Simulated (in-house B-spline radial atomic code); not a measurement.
# Ga³⁺ in a hard spherical wall

Wanted: the cost of confining Ga³⁺, radius by radius.

Method: non-relativistic PBE, spin-polarised, spherical fractional occupations, point nucleus, basis-set limit. Code: in-house B-spline radial atomic code version 1.

### 1 What is computed

- element: gallium (Z = 31)
- charge: +3
- electrons: 28
- configuration: [Ar] 3d10
- Hamiltonian: non-relativistic
- nucleus: point

Outer shells as boxes (Hund's rule):

[Ar] 3d10
```
[Ar] core
3d [↑↓][↑↓][↑↓][↑↓][↑↓]
```

Where spins are not typed, each open shell is filled with up spins first.

### 2 The free system

Settings, as recorded:

```ini
Z = 31
electrons = 28.0
configuration = [Ar] 3d10
hamiltonian = nr
method = pbe,pbe
spin_polarised = True
```

### 3 Wall at 8.62 bohr

Changes to the settings of step 2:

```diff
@@ -6 +6,2 @@
 spin_polarised = True
+wall_radius = 8.62
```

### 4 Wall at 6.81 bohr

Changes to the settings of step 3:

```diff
@@ -6,2 +6,2 @@
 spin_polarised = True
-wall_radius = 8.62
+wall_radius = 6.81
```

### 5 Wall at 5.1 bohr

Changes to the settings of step 4:

```diff
@@ -6,2 +6,2 @@
 spin_polarised = True
-wall_radius = 6.81
+wall_radius = 5.1
```

### 6 Wall at 4 bohr

Changes to the settings of step 5:

```diff
@@ -6,2 +6,2 @@
 spin_polarised = True
-wall_radius = 5.1
+wall_radius = 4.0
```

### 7 Wall at 3.61 bohr

Changes to the settings of step 6:

```diff
@@ -6,2 +6,2 @@
 spin_polarised = True
-wall_radius = 4.0
+wall_radius = 3.61
```

### 8 Wall at 3.04 bohr

Changes to the settings of step 7:

```diff
@@ -6,2 +6,2 @@
 spin_polarised = True
-wall_radius = 3.61
+wall_radius = 3.04
```

### 9 Wall at 2.7 bohr

Changes to the settings of step 8:

```diff
@@ -6,2 +6,2 @@
 spin_polarised = True
-wall_radius = 3.04
+wall_radius = 2.7
```

### 10 Wall at 2.18 bohr

Changes to the settings of step 9:

```diff
@@ -6,2 +6,2 @@
 spin_polarised = True
-wall_radius = 2.7
+wall_radius = 2.18
```

### 11 Wall at 1.99 bohr

Changes to the settings of step 10:

```diff
@@ -6,2 +6,2 @@
 spin_polarised = True
-wall_radius = 2.18
+wall_radius = 1.99
```

### 12 Wall at 1.36 bohr

Changes to the settings of step 11:

```diff
@@ -6,2 +6,2 @@
 spin_polarised = True
-wall_radius = 1.99
+wall_radius = 1.36
```

**Question.** What do the energy and the highest level do as the wall closes in?

**Answer**, as computed:

| radius (bohr) | energy above the free system (eV) | pressure (GPa) | highest level (eV) |
| --- | --- | --- | --- |
| 8.62 | below noise | 2.27e-08 | -52.852 (3d up) |
| 6.81 | below noise | 1.6e-05 | -52.852 (3d up) |
| 5.1 | 9.6e-04 | 0.0108 | -52.850 (3d up) |
| 4 | 0.0383 | 0.676 | -52.790 (3d up) |
| 3.61 | 0.136 | 2.91 | -52.667 (3d up) |
| 3.04 | 0.841 | 24.8 | -52.012 (3d up) |
| 2.7 | 2.461 | 91.7 | -50.876 (3d up) |
| 2.18 | 13.043 | 778 | -45.793 (3d up) |
| 1.99 | 24.637 | 1825 | -41.577 (3d up) |
| 1.36 | 255.66 | 48508 | 6.442 (3d up) |

For [Ar] 3d10 the energy above the free reference is below noise at 8.62 bohr and 255.66 eV at 1.36 bohr, where the electrons press on it with 48508 GPa. Its highest level passes zero between 1.99 and 1.36 bohr; in smaller spheres the level is positive, pushed up by confinement, and the wall keeps the electron in. A hard wall is a crude model of an atom's surroundings.
